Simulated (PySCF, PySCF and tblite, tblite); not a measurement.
**C3H8SSi: a path driven as ring inversion, and NMR exchange**

How fast is ring inversion in C3H8SSi (`C1CSC[SiH2]1`), and when do the exchanging lines merge?

Computed with tblite 0.8.0 (tight binding) and PySCF 2.14.0 (DFT, with response routines of our own); each step states its level. Atoms count from 0 throughout.

## Step 1: The molecule as given

13 atoms, charge 0, multiplicity 1; geometry from: force field or distance geometry start.

Bonds of the start (Å): C0–C1 1.52, C0–H5 1.10, C0–H6 1.10, C0–Si4 1.87, C1–H7 1.11, C1–H8 1.08, C1–S2 1.84, C3–H10 1.10, C3–H9 1.08, C3–Si4 1.86, S2–C3 1.83, Si4–H11 1.48, Si4–H12 1.48.

## Step 2: GFN2-xTB relaxation, start minimum

The job: settings as JSON, then the geometry in Å.

```
{"job": {"xc": "GFN2-xTB", "basis": "xTB", "kind": "relax"}, "charge": 0, "multiplicity": 1}
C     -0.990000     0.744400    -0.090300
C     -1.323300    -0.678000     0.324500
S     -0.153300    -1.791900    -0.546700
C      1.390200    -0.850300    -0.238700
Si     0.874300     0.926500    -0.079100
H     -1.478600     1.468000     0.580100
H     -1.379000     0.938900    -1.103700
H     -1.176600    -0.820200     1.416800
H     -2.346200    -0.948500     0.087200
H      2.088200    -1.031500    -1.046000
H      1.830400    -1.228100     0.697700
H      1.333900     1.509800     1.201300
H      1.325700     1.761400    -1.221100
```

Command:

```console
$ OMP_NUM_THREADS=1 python ens_run.py task.json out
```

This one command runs the whole study; its stages follow in the order run.

The log of the run:

```text
step      E/eV     max force
  0    -420.64451    1.737
  1    -420.70086    0.601
  2    -420.71237    0.285
  3    -420.72262    0.247
  4    -420.73193    0.352
  5    -420.73802    0.259
  6    -420.74075    0.099
  7    -420.74190    0.084
  8    -420.74257    0.083
  9    -420.74318    0.065
 10    -420.74355    0.051
 11    -420.74376    0.034
 12    -420.74391    0.034
 13    -420.74408    0.035
 14    -420.74425    0.033
 15    -420.74437    0.031
 16    -420.74444    0.024
 17    -420.74449    0.020
 18    -420.74453    0.021
 19    -420.74458    0.020
 20    -420.74463    0.020
 21    -420.74467    0.020
 22    -420.74472    0.020
 23    -420.74478    0.025
 24    -420.74486    0.025
 25    -420.74493    0.021
 26    -420.74499    0.025
 27    -420.74503    0.025
 28    -420.74509    0.023
 29    -420.74515    0.023
 30    -420.74522    0.023
 31    -420.74527    0.020
 32    -420.74531    0.017
 33    -420.74534    0.018
 34    -420.74538    0.022
 35    -420.74542    0.022
 36    -420.74545    0.016
 37    -420.74547    0.013
 38    -420.74549    0.013
 39    -420.74552    0.018
 40    -420.74555    0.020
 41    -420.74558    0.016
 42    -420.74561    0.013
 43    -420.74564    0.016
 44    -420.74568    0.018
 45    -420.74571    0.020
 46    -420.74575    0.022
 47    -420.74580    0.020
 48    -420.74586    0.027
 49    -420.74592    0.028
 50    -420.74598    0.018
 51    -420.74603    0.018
 52    -420.74608    0.023
 53    -420.74614    0.022
 54    -420.74620    0.018
 55    -420.74623    0.014
 56    -420.74627    0.017
 57    -420.74632    0.022
 58    -420.74637    0.022
 59    -420.74640    0.013
 60    -420.74642    0.013
 61    -420.74645    0.015
 62    -420.74647    0.017
 63    -420.74649    0.013
 64    -420.74650    0.006
 65    -420.74650    0.005
 66    -420.74651    0.007
 67    -420.74651    0.006
 68    -420.74651    0.004
 69    -420.74651    0.003
```

It took 0.38 s on 1 thread of Arm Neoverse V1, shared host.

Relaxing gained 0.102 eV and moved the atoms by 0.09 Å on average (rms).

## Step 3: Relaxed scan, ring torsion 3 driven

The job: settings as JSON, then the geometry in Å.

```
{"job": {"xc": "GFN2-xTB", "basis": "xTB", "coordinate": [["t", [2, 3, 4, 0], 1.0]], "kind": "drive"}, "charge": 0, "multiplicity": 1}
C     -1.009111     0.775558    -0.057458
C     -1.289153    -0.677687     0.298208
S     -0.153716    -1.761273    -0.628826
C      1.366215    -0.853608    -0.190396
Si     0.886730     0.993690    -0.097272
H     -1.509745     1.430660     0.655191
H     -1.431487     0.988789    -1.040438
H     -1.123794    -0.863291     1.360941
H     -2.299319    -0.990451     0.036632
H      2.096213    -1.084767    -0.960712
H      1.734585    -1.250693     0.755035
H      1.403179     1.579042     1.142139
H      1.325015     1.714515    -1.290772
```

The log of the run:

```text
point  coordinate     E/eV
  0      7.400     -420.74268
  1      0.100     -420.73663
  2     -7.000     -420.72620
  3    -14.200     -420.71400
```

Run time: 0.57 s. Hardware: 1 thread of Arm Neoverse V1, shared host.

The highest point is number 3, 0.7 kcal/mol above the first.

## Step 4: Relaxed scan, ring torsion 1 driven

The job: settings as JSON, then the geometry in Å.

```
{"job": {"xc": "GFN2-xTB", "basis": "xTB", "coordinate": [["t", [0, 1, 2, 3], 1.0]], "kind": "drive"}, "charge": 0, "multiplicity": 1}
C     -1.010647     0.772446    -0.066637
C     -1.287104    -0.681927     0.287422
S     -0.143906    -1.761071    -0.635340
C      1.371353    -0.848638    -0.190208
Si     0.884759     0.996796    -0.098192
H     -1.516586     1.425793     0.643968
H     -1.429412     0.984390    -1.051483
H     -1.125180    -0.867379     1.350707
H     -2.294872    -0.998940     0.021513
H      2.105396    -1.076253    -0.957735
H      1.737027    -1.245432     0.756344
H      1.394152     1.583465     1.143395
H      1.325616     1.719379    -1.289697
```

The log of the run:

```text
point  coordinate     E/eV
  0     36.100     -420.71290
  1     21.600     -420.69096
  2      7.300     -420.66623
  3     -7.000     -420.64990
  4    -21.400     -420.64727
  5    -35.800     -420.72135
  6    -49.800     -420.74625
```

It took 1.7 s on 1 thread of Arm Neoverse V1, shared host.

The highest point is number 4, 1.5 kcal/mol above the first.

## Step 5: Nudged elastic band, leg 1

The job: settings as JSON, then the geometry in Å.

```
{"job": {"xc": "GFN2-xTB", "basis": "xTB", "kind": "neb"}, "charge": 0, "multiplicity": 1}
C     -1.009111     0.775558    -0.057458
C     -1.289153    -0.677687     0.298208
S     -0.153716    -1.761273    -0.628826
C      1.366215    -0.853608    -0.190396
Si     0.886730     0.993690    -0.097272
H     -1.509745     1.430660     0.655191
H     -1.431487     0.988789    -1.040438
H     -1.123794    -0.863291     1.360941
H     -2.299319    -0.990451     0.036632
H      2.096213    -1.084767    -0.960712
H      1.734585    -1.250693     0.755035
H      1.403179     1.579042     1.142139
H      1.325015     1.714515    -1.290772
```

The log of the run:

```text
image   E - E0 / eV
  0       0.0000
  1       0.0257
  2       0.0378
  3       0.0883
  4       0.0773
  5       0.0230
  6       0.0000
```

Run time: 2.1 s. Hardware: 1 thread of Arm Neoverse V1, shared host; peak memory 0.19 GiB.

The highest point is number 3, 2.0 kcal/mol above the first.

## Step 6: Saddle search, leg 1

The job: settings as JSON, then the geometry in Å.

```
{"job": {"xc": "GFN2-xTB", "basis": "xTB", "kind": "saddle"}, "charge": 0, "multiplicity": 1}
C     -0.956569     0.733355    -0.144911
C     -1.345656    -0.634748     0.395446
S      0.030850    -1.863053     0.336732
C      1.381840    -0.835369    -0.329050
Si     0.922605     0.968629     0.057862
H     -1.541213     1.497586     0.365476
H     -1.214210     0.794344    -1.203603
H     -1.636984    -0.576648     1.443595
H     -2.166656    -1.076999    -0.169021
H      1.461388    -1.034540    -1.397047
H      2.293769    -1.179327     0.150514
H      1.293810     1.319539     1.428995
H      1.477026     1.887233    -0.934989
```

The log of the run:

```text
step      E/eV     max force
  0    -420.65820   0.0298
  1    -420.65374   0.0946
  2    -420.65649   0.0280
  3    -420.65424   0.0478
  4    -420.64997   0.0945
  5    -420.65306   0.0181
  6    -420.65145   0.0200
  7    -420.64955   0.0253
  8    -420.64803   0.0242
  9    -420.64641   0.0449
 10    -420.64553   0.0423
 11    -420.64562   0.0129
 12    -420.64563   0.0024
lowest wavenumbers (cm-1): -100.3 117.0 301.2 417.3 481.5 525.8
```

Run time: 2.4 s. Hardware: 1 thread of Arm Neoverse V1, shared host; peak memory 0.19 GiB.

Point group C1; 1 imaginary mode, 100i cm⁻¹, carried by C1, H7, H8, C0. Steps downhill from it reached both ends.

## Step 7: DFT refinement, start: PBE0-D3(BJ)/def2-SVP

The job: settings as JSON, then the geometry in Å.

```
{"job": {"xc": "PBE0", "basis": "def2-SVP", "kind": "refine"}, "charge": 0, "multiplicity": 1}
C     -1.009111     0.775558    -0.057458
C     -1.289153    -0.677687     0.298208
S     -0.153716    -1.761273    -0.628826
C      1.366215    -0.853608    -0.190396
Si     0.886730     0.993690    -0.097272
H     -1.509745     1.430660     0.655191
H     -1.431487     0.988789    -1.040438
H     -1.123794    -0.863291     1.360941
H     -2.299319    -0.990451     0.036632
H      2.096213    -1.084767    -0.960712
H      1.734585    -1.250693     0.755035
H      1.403179     1.579042     1.142139
H      1.325015     1.714515    -1.290772
```

The log of the run:

```text
step      E/eV     max force
  0    -21935.73417   1.2240
  1    -21935.79766   0.1217
  2    -21935.79961   0.0604
  3    -21935.80015   0.0260
  4    -21935.80022   0.0149
```

It took 38 s on 1 thread of Arm Neoverse V1, shared host; peak memory 0.55 GiB.

Gain 0.066 eV; displacement 0.06 Å root mean square.

**DFT refinement, saddle of leg 1: PBE0-D3(BJ)/def2-SVP**

The job: settings as JSON, then the geometry in Å.

```
{"job": {"xc": "PBE0", "basis": "def2-SVP", "kind": "refine"}, "charge": 0, "multiplicity": 1}
C     -0.949976     0.752693    -0.099715
C     -1.340252    -0.649768     0.359211
S      0.101191    -1.775535     0.592465
C      1.368971    -0.841818    -0.320459
Si     0.938706     0.973991     0.037980
H     -1.499090     1.492296     0.480705
H     -1.250032     0.889246    -1.140030
H     -1.831794    -0.632293     1.331108
H     -2.005864    -1.136810    -0.353965
H      1.319120    -1.113105    -1.373987
H      2.325787    -1.168015     0.074865
H      1.356847     1.329599     1.393440
H      1.466386     1.879520    -0.981619
```

The log of the run:

```text
step      E/eV     max force
  0    -21935.64196   1.3890
  1    -21935.70402   0.2308
  2    -21935.70910   0.0470
  3    -21935.70941   0.0239
  4    -21935.70942   0.0062
```

It took 37 s on 1 thread of Arm Neoverse V1, shared host; peak memory 0.56 GiB.

Gain 0.067 eV; displacement 0.05 Å root mean square.

## Step 8: Shieldings, start: PBE0/pcSseg-1

The job: settings as JSON, then the geometry in Å.

```
{"job": {"kind": "nmr", "xc": "PBE0", "basis": "pcSseg-1", "pop": false}, "charge": 0, "multiplicity": 1}
C     -1.017779     0.776425    -0.023122
C     -1.297645    -0.696828     0.275726
S     -0.147228    -1.761726    -0.656301
C      1.365773    -0.874466    -0.170949
Si     0.870439     0.961240    -0.112393
H     -1.478486     1.436845     0.729326
H     -1.439484     1.045842    -1.004620
H     -1.191275    -0.910274     1.352648
H     -2.311992    -1.007278    -0.019550
H      2.135498    -1.076691    -0.930394
H      1.743512    -1.237611     0.799124
H      1.453828     1.652262     1.081168
H      1.310452     1.692746    -1.338391
```

The log of the run:

```text
coarse grid: 11472 points
cycle   1  E = -806.3120435871  dE =  3.309e-01  |g| = 3.075e-01  |ddm| = 3.240e+00
cycle   2  E = -806.3091232755  dE =  2.920e-03  |g| = 3.324e-01  |ddm| = 6.234e-01
cycle   3  E = -806.3377046091  dE = -2.858e-02  |g| = 4.417e-02  |ddm| = 3.257e-01
cycle   4  E = -806.3381599004  dE = -4.553e-04  |g| = 1.752e-02  |ddm| = 7.289e-02
cycle   5  E = -806.3382363029  dE = -7.640e-05  |g| = 4.181e-03  |ddm| = 2.545e-02
cycle   6  E = -806.3382401740  dE = -3.871e-06  |g| = 1.067e-03  |ddm| = 4.553e-03
final grid: 100272 points
cycle   7  E = -806.3706989613  dE = -1.534e-05  |g| = 7.448e-03  |ddm| = 2.110e-02
cycle   8  E = -806.3706862128  dE =  1.275e-05  |g| = 1.023e-02  |ddm| = 1.525e-02
cycle   9  E = -806.3707128338  dE = -2.662e-05  |g| = 4.269e-04  |ddm| = 9.339e-03
cycle  10  E = -806.3707128754  dE = -4.156e-08  |g| = 1.270e-04  |ddm| = 5.916e-04
cycle  11  E = -806.3707128790  dE = -3.685e-09  |g| = 3.987e-05  |ddm| = 1.378e-04
cycle  12  E = -806.3707128794  dE = -3.795e-10  |g| = 9.496e-06  |ddm| = 4.605e-05
converged SCF energy = -806.3707128794

GIAO shielding tensors (ppm)
atom      isotropic    diamagn.    paramagn.     s11        s22        s33       span
  0 C      170.941     252.079     -81.138    148.603    166.074    198.147     49.544
  1 C      145.462     248.780    -103.317    112.484    154.711    169.193     56.709
  2 S      485.379    1055.465    -570.086    284.440    465.882    705.814    421.374
  3 C      170.228     254.486     -84.258    150.376    164.895    195.414     45.038
  4 Si     371.718     878.870    -507.152    292.351    386.440    436.364    144.013
  5 H       30.089      29.634       0.455     24.743     26.998     38.527     13.785
  6 H       30.235      29.967       0.267     25.406     27.454     37.843     12.437
  7 H       28.916      30.195      -1.279     22.447     27.624     36.677     14.230
  8 H       28.500      29.175      -0.675     22.515     26.371     36.615     14.100
  9 H       29.423      29.490      -0.067     24.354     26.286     37.630     13.276
 10 H       29.433      29.959      -0.526     23.098     26.716     38.487     15.388
 11 H       26.954      28.175      -1.221     23.219     24.491     33.153      9.934
 12 H       27.113      28.120      -1.007     23.363     24.699     33.275      9.912
```

It took 11 s on 1 thread of Arm Neoverse V1, shared host; peak memory 0.72 GiB.

Key values: HOMO -6.36 eV, LUMO 0.48 eV; dipole 1.50 D.

## Step 9: Shieldings, saddle of leg 1: PBE0/pcSseg-1

The job: settings as JSON, then the geometry in Å.

```
{"job": {"kind": "nmr", "xc": "PBE0", "basis": "pcSseg-1", "pop": false}, "charge": 0, "multiplicity": 1}
C     -0.959070     0.745011    -0.112598
C     -1.345349    -0.655255     0.380967
S      0.100506    -1.790847     0.576382
C      1.363775    -0.859221    -0.339047
Si     0.914615     0.934617     0.034518
H     -1.518035     1.525066     0.426307
H     -1.208045     0.858874    -1.180623
H     -1.811115    -0.610251     1.375903
H     -2.067841    -1.131480    -0.298542
H      1.361786    -1.096198    -1.415773
H      2.340251    -1.148923     0.077355
H      1.358520     1.300157     1.412751
H      1.470001     1.928451    -0.937599
```

The log of the run:

```text
coarse grid: 11472 points
cycle   1  E = -806.3082864138  dE =  3.293e-01  |g| = 3.066e-01  |ddm| = 3.249e+00
cycle   2  E = -806.3062474956  dE =  2.039e-03  |g| = 3.272e-01  |ddm| = 6.372e-01
cycle   3  E = -806.3339226331  dE = -2.768e-02  |g| = 4.480e-02  |ddm| = 3.284e-01
cycle   4  E = -806.3343940693  dE = -4.714e-04  |g| = 1.707e-02  |ddm| = 7.631e-02
cycle   5  E = -806.3344673252  dE = -7.326e-05  |g| = 4.224e-03  |ddm| = 2.623e-02
cycle   6  E = -806.3344713064  dE = -3.981e-06  |g| = 9.735e-04  |ddm| = 4.465e-03
final grid: 100272 points
cycle   7  E = -806.3669306055  dE = -1.632e-05  |g| = 7.430e-03  |ddm| = 2.054e-02
cycle   8  E = -806.3669180427  dE =  1.256e-05  |g| = 1.018e-02  |ddm| = 1.517e-02
cycle   9  E = -806.3669444347  dE = -2.639e-05  |g| = 4.079e-04  |ddm| = 9.423e-03
cycle  10  E = -806.3669444752  dE = -4.044e-08  |g| = 1.071e-04  |ddm| = 6.340e-04
cycle  11  E = -806.3669444776  dE = -2.459e-09  |g| = 4.220e-05  |ddm| = 1.248e-04
cycle  12  E = -806.3669444781  dE = -4.154e-10  |g| = 1.123e-05  |ddm| = 4.797e-05
converged SCF energy = -806.3669444781

GIAO shielding tensors (ppm)
atom      isotropic    diamagn.    paramagn.     s11        s22        s33       span
  0 C      175.239     252.096     -76.858    152.121    176.640    196.955     44.834
  1 C      151.220     247.248     -96.028    111.371    165.533    176.756     65.385
  2 S      512.302    1055.394    -543.092    251.355    564.133    721.417    470.062
  3 C      169.726     254.539     -84.813    152.033    167.191    189.955     37.923
  4 Si     373.203     878.988    -505.786    292.668    395.094    431.846    139.178
  5 H       30.070      29.473       0.597     24.829     27.210     38.170     13.341
  6 H       30.396      30.556      -0.160     25.101     27.668     38.419     13.319
  7 H       28.451      29.419      -0.968     22.305     26.978     36.072     13.767
  8 H       28.281      29.234      -0.953     21.425     27.090     36.329     14.904
  9 H       29.454      30.168      -0.713     23.418     26.472     38.473     15.055
 10 H       29.451      29.378       0.073     24.363     26.138     37.851     13.488
 11 H       27.304      28.089      -0.785     23.794     24.663     33.454      9.660
 12 H       26.674      28.107      -1.433     23.060     23.961     33.001      9.941
```

Run time: 11 s. Hardware: 1 thread of Arm Neoverse V1, shared host; peak memory 0.72 GiB.

In short: HOMO -6.26 eV, LUMO 0.54 eV; dipole 1.76 D.

## Step 10: Kinetics and line shapes

The job: settings as JSON, then the geometry in Å.

```
{"job": {"smiles": "C1CSC[SiH2]1", "charge": 0, "mult": 1, "motion": "ring", "what": "5-membered ring", "atoms": [0, 1, 2, 3, 4], "ring": [0, 1, 2, 3, 4], "study": "path", "level": {"kind": "nmr", "xc": "PBE0", "basis": "pcSseg-1"}, "fields": [250, 270, 400], "first": 3, "seed": 975, "refine": {"xc": "PBE0", "basis": "def2-SVP"}, "kind": "path"}, "charge": 0, "multiplicity": 1}
C     -1.009111     0.775558    -0.057458
C     -1.289153    -0.677687     0.298208
S     -0.153716    -1.761273    -0.628826
C      1.366215    -0.853608    -0.190396
Si     0.886730     0.993690    -0.097272
H     -1.509745     1.430660     0.655191
H     -1.431487     0.988789    -1.040438
H     -1.123794    -0.863291     1.360941
H     -2.299319    -0.990451     0.036632
H      2.096213    -1.084767    -0.960712
H      1.734585    -1.250693     0.755035
H      1.403179     1.579042     1.142139
H      1.325015     1.714515    -1.290772
```

The log of the run:

```text
stationary points (kcal/mol above the start)
  n  kind          group   xTB      DFT    lowest mode
  0  minimum      C1       0.00     0.00      76.2
  1  saddle       C1       2.33     2.38    -100.3
  2  minimum      C1       0.00     0.00      76.2

GFN2-xTB energies: T/K, barrier G, reaction G (kcal/mol), k forward, k back (1/s)
 150.00     2.26    -0.00   3.21e+09   3.21e+09
 200.00     2.32    -0.00   2.42e+10   2.42e+10
 250.00     2.40     0.00   8.29e+10   8.29e+10
 298.15     2.49     0.00   1.86e+11   1.86e+11
 350.00     2.60     0.00   3.48e+11   3.48e+11
 400.00     2.71     0.00   5.49e+11    5.5e+11
 500.00     2.97     0.00   1.05e+12   1.05e+12

PBE0-D3(BJ)/def2-SVP energies: T/K, barrier G, reaction G (kcal/mol), k forward, k back (1/s)
 150.00     2.02    -0.00   7.01e+09      7e+09
 200.00     2.09    -0.00   4.34e+10   4.34e+10
 250.00     2.17     0.00   1.32e+11   1.32e+11
 298.15     2.26     0.00   2.75e+11   2.75e+11
 350.00     2.37     0.00   4.86e+11   4.86e+11
 400.00     2.48     0.00   7.36e+11   7.37e+11
 500.00     2.74     0.00   1.33e+12   1.33e+12

PBE0/pcSseg-1 + D3(BJ) energies: T/K, barrier G, reaction G (kcal/mol), k forward, k back (1/s)
 150.00     2.31    -0.00   2.72e+09   2.72e+09
 200.00     2.37    -0.00   2.14e+10   2.14e+10
 250.00     2.45     0.00    7.5e+10    7.5e+10
 298.15     2.54     0.00   1.71e+11   1.71e+11
 350.00     2.65     0.00   3.24e+11   3.24e+11
 400.00     2.76     0.00   5.16e+11   5.17e+11
 500.00     3.02     0.00   9.99e+11      1e+12
```

Run time: 1.8 min. Hardware: 1 thread of Arm Neoverse V1, shared host; peak memory 0.72 GiB. This counts the whole study up to here.

Barriers by level (kcal/mol; entropies in cal/(mol K)). Zero-point and thermal terms come from xTB in every row. ΔG‡ leaves symmetry out; the rate counts equivalent paths (a factor of 2); effective ΔG‡, where given, is the barrier that would give that rate by Eyring's equation alone:

| level | ΔE‡ | with zero-point | ΔH‡ | ΔS‡ | ΔG‡ (298 K) | ΔE of reaction | k at 298 K (1/s) | effective ΔG‡ |
| --- | --- | --- | --- | --- | --- | --- | --- | --- |
| GFN2-xTB | 2.33 | 2.16 | 1.77 | -2.4 | 2.49 | 0.00 | 1.9e+11 | 2.08 |
| PBE0-D3(BJ)/def2-SVP | 2.09 | 1.93 | 1.54 | -2.4 | 2.26 | 0.00 | 2.8e+11 | 1.85 |
| PBE0/pcSseg-1 + D3(BJ) | 2.38 | 2.21 | 1.82 | -2.4 | 2.54 | 0.00 | 1.7e+11 | 2.13 |

Sites that the driver pairs across this motion, and where their lines would merge (no couplings; faster rotations or exchange between molecules can average them sooner):

| nucleus | sites: shielding (ppm) | proton frequency (MHz) | spread (Hz) | coalescence (K) | lines at 298 K |
| --- | --- | --- | --- | --- | --- |
| 1H | H7: 28.92; H8: 28.50 | 250 | 104 | 49 | 1 |
| 1H | H7: 28.92; H8: 28.50 | 270 | 112 | 49 | 1 |
| 1H | H7: 28.92; H8: 28.50 | 400 | 166 | 50 | 1 |
| 1H | H11: 26.95; H12: 27.11 | 250 | 40 | 47 | 1 |
| 1H | H11: 26.95; H12: 27.11 | 270 | 43 | 47 | 1 |
| 1H | H11: 26.95; H12: 27.11 | 400 | 63 | 48 | 1 |
| 1H | H5: 30.09; H6: 30.23 | 250 | 36 | 47 | 1 |
| 1H | H5: 30.09; H6: 30.23 | 270 | 39 | 47 | 1 |
| 1H | H5: 30.09; H6: 30.23 | 400 | 58 | 48 | 1 |

(Part 1 of 2 ends here.)
